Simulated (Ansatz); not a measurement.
# Be₂H₂ (singlet): the correlation ladder at scale of all distances = 0.888, cc-pVDZ

The task here is to estimate one member of a computed series from the others.

Method: cc-pVDZ, core rule «outside noble gas», up to 2 orbitals frozen; program: Ansatz 0.2.0, Gaussian basis.

To be run: UHF; CCSD(T) on RHF; BCCD(T) on RHF; CISD; CCSDT(Q) on RHF; CASSCF and MRCISD+Q, 2 electrons in 2 orbitals; CASSCF and NEVPT2, 2 electrons in 2 orbitals; CASSCF and MRCISD+Q, 6 electrons in 10 orbitals; CASSCF and MRCISD+Q(relaxed), 6 electrons in 10 orbitals; CASSCF and NEVPT2, 6 electrons in 10 orbitals; Full CI.

16 further runs of the same task are left out: 12 that didn't finish, 4 set aside as unsound or not needed.

## The system

The geometry derives from a PBE0/def2-TZVP stationary point (not a proven minimum). All distances are scaled together.

4 atoms, charge 0, spin multiplicity 1.

Atoms are counted from 1 here; the program's logs count them from 0.

Bond lengths: Be1–Be2 1.870 Å, Be1–H3 1.197 Å, Be2–H4 1.197 Å. Angles: Be2–Be1–H3 180.0°, Be1–Be2–H4 180.0°.

Set-up of the first run:

The input, in.yaml:

```yaml
crystal:
  periodic: [false, false, false]
  atoms:
    - {symbol: Be, position_ang: [0.000000, 0.000000, -0.934824]}
    - {symbol: Be, position_ang: [0.000000, 0.000000, 0.934824]}
    - {symbol: H, position_ang: [0.000000, 0.000000, -2.131420]}
    - {symbol: H, position_ang: [0.000000, 0.000000, 2.131420]}
basis:
  gaussian: {orbitals: cc-pVDZ}
magnetization: {spin_polarized: true, initial_magnetization: 0}
hamiltonian: {xc: hf}
output: {orbitals: {seedname: orbitals}}
```

On the command line:

```console
ansatz run in.yaml --threads 1 --pin off --events-out ev --progress --plain --max-ram 2393MiB
```

Among the steps run: UHF; CCSD(T) on RHF; BCCD(T) on RHF; CISD; CCSDT(Q) on RHF; CASSCF and MRCISD+Q, 2 electrons in 2 orbitals; CASSCF and NEVPT2, 2 electrons in 2 orbitals; CASSCF and MRCISD+Q, 6 electrons in 10 orbitals; CASSCF and MRCISD+Q(relaxed), 6 electrons in 10 orbitals; CASSCF and NEVPT2, 6 electrons in 10 orbitals; Full CI.

One of the session's tables, all rows but one given; the rest of the session is left out.

```
                   method  from FCI (kJ/mol)
                      RHF             +291.5
                     RMP2              +81.4
                     CISD              +18.0
                    RCCSD               +4.7
                 RCCSD(T)               +1.3
                  BCCD(T)               +1.3
                   RCCSDT               +0.1
                RCCSDT(Q)                0.0
              CASSCF pair                  ?
              NEVPT2 pair              +77.6
              MRCISD pair              +13.7
            MRCISD+Q pair               -1.5
           CASSCF valence             +130.5
           NEVPT2 valence              +38.6
           MRCISD valence               +4.5
         MRCISD+Q valence               +1.0
MRCISD+Q(relaxed) valence               -1.9
                      FCI                  0
```

**Question.** Estimate the row for CASSCF pair.

The run gave: from FCI (kJ/mol): +252.5. In the column «from FCI (kJ/mol)» it lies between CASSCF valence (+130.5) and RHF (+291.5).

Caveats from the session: MRCISD+Q pair, MRCISD+Q(relaxed) valence fall below full CI: the +Q correction isn't variational, and the cores differ from full CI's.
